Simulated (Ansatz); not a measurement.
**GeAsH3+ (doublet): from Hartree-Fock to the top rungs, cc-pVTZ**

An exercise on one series of results from a longer session: the logs are not shown, and one member is left open.

Computed with Ansatz 0.2.0, Gaussian basis. Level: cc-pVTZ, core rule «outside noble gas», up to 28 orbitals frozen.

The runs, in order: UHF; CCSD(T) on ROHF; CCSD(T) on UHF; BCCD(T) on ROHF; CCSDT(Q) on ROHF; CCSDT(Q) on UHF; CASSCF and NEVPT2, 11 electrons in 11 orbitals.

3 further runs of the same task are left out: 3 set aside as unsound or not needed.

## What is computed

The geometry is a PBE0/def2-TZVP stationary point (not a proven minimum) of the parent state, kept for this charge and spin. No spin-orbit coupling is included. The filled d shell of Ge, As may be among the frozen orbitals whatever the setting's name suggests; the logs give the count.

5 atoms, charge 1, spin multiplicity 2.

Atoms are counted from 1 here; the program's logs count them from 0.

Bond lengths: Ge1–As2 2.251 Å, Ge1–H3 1.846 Å, Ge1–H4 1.555 Å, Ge1–H5 1.555 Å, As2–H3 1.673 Å. Angles: As2–Ge1–H3 46.9°, As2–Ge1–H4 126.3°, As2–Ge1–H5 126.3°, H3–Ge1–H4 108.3°, H3–Ge1–H5 108.3°, H4–Ge1–H5 105.5°, Ge1–As2–H3 53.7°, Ge1–H3–As2 79.4°.

Coordinates:

```
Ge   -0.0184    0.0000    1.1160
As   -0.0047    0.0000   -1.1350
H     1.3379    0.0000   -0.1370
H     0.1701    1.2375    2.0381
H     0.1701   -1.2375    2.0381
```

Set-up of the first run:

Contents of in.yaml:

```yaml
crystal:
  periodic: [false, false, false]
  atoms:
    - {symbol: Ge, position_ang: [-0.018407, 0.000000, 1.115960]}
    - {symbol: As, position_ang: [-0.004730, 0.000000, -1.134971]}
    - {symbol: H, position_ang: [1.337856, 0.000000, -0.136995]}
    - {symbol: H, position_ang: [0.170146, 1.237454, 2.038120]}
    - {symbol: H, position_ang: [0.170145, -1.237455, 2.038119]}
basis:
  gaussian: {orbitals: cc-pVTZ}
total_charge: 1
magnetization: {spin_polarized: true, initial_magnetization: 1}
hamiltonian: {xc: hf}
output: {orbitals: {seedname: orbitals}}
```

The run is started by

```
$ ansatz run in.yaml --threads 1 --pin off --events-out ev --progress --plain --max-ram 2816MiB --backend cpu
```

Steps of the session up to this table: UHF; CCSD(T) on ROHF; CCSD(T) on UHF; BCCD(T) on ROHF; CCSDT(Q) on ROHF; CCSDT(Q) on UHF; CASSCF and NEVPT2, 11 electrons in 11 orbitals.

One of the session's tables, all rows but one given; the rest of the session is left out.

| method | from UCCSDT(Q) (meV) |
| --- | --- |
| ROHF | +7186.4 |
| UHF | +7057.7 |
| RMP2 | +1295.5 |
| UMP2 | +1315.1 |
| RCCSD | +332.4 |
| UCCSD | +325.7 |
| RCCSD(T) | +55.2 |
| UCCSD(T) | +52.8 |
| BCCD(T) | +54.2 |
| RCCSDT | +17.7 |
| UCCSDT | +14.1 |
| RCCSDT(Q) | +4.1 |
| UCCSDT(Q) | 0 |
| CASSCF valence | ? |
| NEVPT2 valence | +1116.7 |

Q: Estimate the row for CASSCF valence from the others.

**Answer.** from UCCSDT(Q) (meV): +4773.0. In the column «from UCCSDT(Q) (meV)» it lies between UMP2 (+1315.1) and UHF (+7057.7).

To keep in mind: Restricted and unrestricted rows rest on different reference determinants; where their highest levels disagree by more than a few hundredths of an eV, they describe different states and don't form one ladder.
